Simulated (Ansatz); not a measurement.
# CrGa2Sb2: the cost of one run

Computed with Ansatz 0.2.0 (DFT PBE, scalar-relativistic, plane waves, PAW, unless a step's input says otherwise).

These runs use a low cutoff (300 eV) and a coarse mesh on purpose, to show what cheap settings give: their numbers aren't properties of the material.

### 1 The starting structure

The structure is orthorhombic, space group Iba2 (No. 45). The conventional cell has a = 5.964 Å, b = 11.772 Å, c = 5.897 Å, α = 90.00°, β = 90.00°, γ = 90.00°. Ga (site symmetry 1) has 2 Cr at 2.64 to 2.69 Å and 3 Sb at 2.74 to 2.85 Å as nearest neighbours. Sb (site symmetry 1) has 2 Cr at 2.65 to 2.80 Å and 3 Ga at 2.74 to 2.85 Å as nearest neighbours. Cr (site symmetry 2) has 4 Ga at 2.64 to 2.69 Å and 4 Sb at 2.65 to 2.80 Å and 2 Cr at 2.95 Å as nearest neighbours.

Coordinates:

```cif
data_structure
_symmetry_space_group_name_H-M 'Iba2'
_symmetry_Int_Tables_number 45
_cell_length_a 5.9640
_cell_length_b 11.7720
_cell_length_c 5.8970
_cell_angle_alpha 90.000
_cell_angle_beta 90.000
_cell_angle_gamma 90.000
_cell_volume 414.02
loop_
_atom_site_label
_atom_site_type_symbol
_atom_site_symmetry_multiplicity
_atom_site_Wyckoff_symbol
_atom_site_fract_x
_atom_site_fract_y
_atom_site_fract_z
_atom_site_occupancy
Ga1 Ga 8 c 0.76900 0.63000 0.25700 1
Sb1 Sb 8 c 0.77200 0.63700 0.77400 1
Cr1 Cr 4 a 0.00000 0.00000 0.00000 1
```

Starting moments: Cr 2.00 μB.

### 2 Full relaxation

The input, input.yaml:

```yaml
crystal:
  lattice:
    - [-2.982, 5.886, 2.9485]
    - [2.982, -5.886, 2.9485]
    - [2.982, 5.886, -2.9485]
  atoms:
    - { symbol: Ga, position: [0.887, 0.026, 0.399] }
    - { symbol: Ga, position: [0.627, 0.488, 0.601] }
    - { symbol: Ga, position: [0.127, 0.526, 0.139] }
    - { symbol: Ga, position: [0.387, 0.988, 0.861] }
    - { symbol: Sb, position: [0.411, 0.546, 0.409] }
    - { symbol: Sb, position: [0.137, 0.002, 0.591] }
    - { symbol: Sb, position: [0.637, 0.046, 0.135] }
    - { symbol: Sb, position: [0.911, 0.502, 0.865] }
    - { symbol: Cr, position: [1.0, 1.0, 0.0], spin: 2.0 }
    - { symbol: Cr, position: [0.5, 0.5, 0.0], spin: 2.0 }
basis:
  ecutwfc: 300
  ecutrho_ratio: 4
kpoints:
  mp_grid: { grid: [4, 4, 4] }
hamiltonian:
  xc: pbe
scf:
  occupations: { method: gaussian, width: 0.05 }
output:
  forces: true
  stress: true
  eigenvalues: true
  populations: true
magnetization:
  spin_polarized: true
relax:
  f_tol: 0.01
  max_steps: 60
  cell: { stress_tol: 0.04 }
```

Started as:

```bash
$ ansatz run input.yaml --threads 2 --pin off --max-ram 5120MiB --backend cpu --events-out ev --progress --plain --runs-dir out
```

Q: Estimate wall time and peak memory on 2 threads of Intel Xeon 6975P-C (Granite Rapids), shared host.

About 4.6 min, with a peak of 0.73 GiB.
